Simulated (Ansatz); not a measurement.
# C3H4ClSi: the cost of one run

Computed with Ansatz 0.2.0, Gaussian basis. Level: the settings change from run to run.

### 1 The molecule

The geometry comes from an earlier relaxation with PBE0-D4 in a triple-zeta def2 set; it is a stationary point, not always the lowest conformer.

SMILES `[C]#C[SiH](C)Cl`, 9 atoms, charge 0, spin multiplicity 2.

Atoms are counted from 1 here; the program's logs count them from 0.

Bond lengths: C1–C2 1.212 Å, C2–Si3 1.826 Å, Si3–C4 1.851 Å, Si3–Cl5 2.054 Å, Si3–H6 1.479 Å, C4–H7 1.093 Å, C4–H8 1.092 Å, C4–H9 1.092 Å. Angles: C1–C2–Si3 177.4°, C2–Si3–C4 110.2°, C2–Si3–Cl5 108.0°, C2–Si3–H6 108.1°, C4–Si3–Cl5 110.0°, C4–Si3–H6 112.8°, Cl5–Si3–H6 107.5°, Si3–C4–H7 109.9°, Si3–C4–H8 110.4°, Si3–C4–H9 110.5°, H7–C4–H8 108.7°, H7–C4–H9 108.6°, H8–C4–H9 108.7°.

### 2 B3LYP/aug-pcseg-2

Options: D3(BJ) dispersion.

in.yaml reads:

```yaml
crystal:
  periodic: [false, false, false]
  atoms:
    - {symbol: C, position_ang: [2.706567, -1.363582, 0.002669]}
    - {symbol: C, position_ang: [1.791478, -0.572803, -0.082278]}
    - {symbol: Si, position_ang: [0.377367, 0.581197, -0.146699]}
    - {symbol: C, position_ang: [-1.186786, -0.296413, 0.309828]}
    - {symbol: Cl, position_ang: [0.241499, 1.310621, -2.061506]}
    - {symbol: H, position_ang: [0.675087, 1.724079, 0.744325]}
    - {symbol: H, position_ang: [-1.108745, -0.693567, 1.324994]}
    - {symbol: H, position_ang: [-2.034885, 0.390227, 0.266127]}
    - {symbol: H, position_ang: [-1.372979, -1.126156, -0.374558]}
basis:
  gaussian: {orbitals: aug-pcseg-2}
magnetization: {spin_polarized: true, initial_magnetization: 1}
hamiltonian: {xc: {name: B3LYP}, dispersion: d3bj}
output: {forces: true}
```

Command:

```console
$ ansatz run in.yaml --threads 4 --pin off --events-out ev --progress --plain --max-ram 10444MiB
```

Q: Estimate wall time and peak memory on 4 threads of Arm Neoverse V2, shared host.

About 34 s, with a peak of 1.6 GiB.
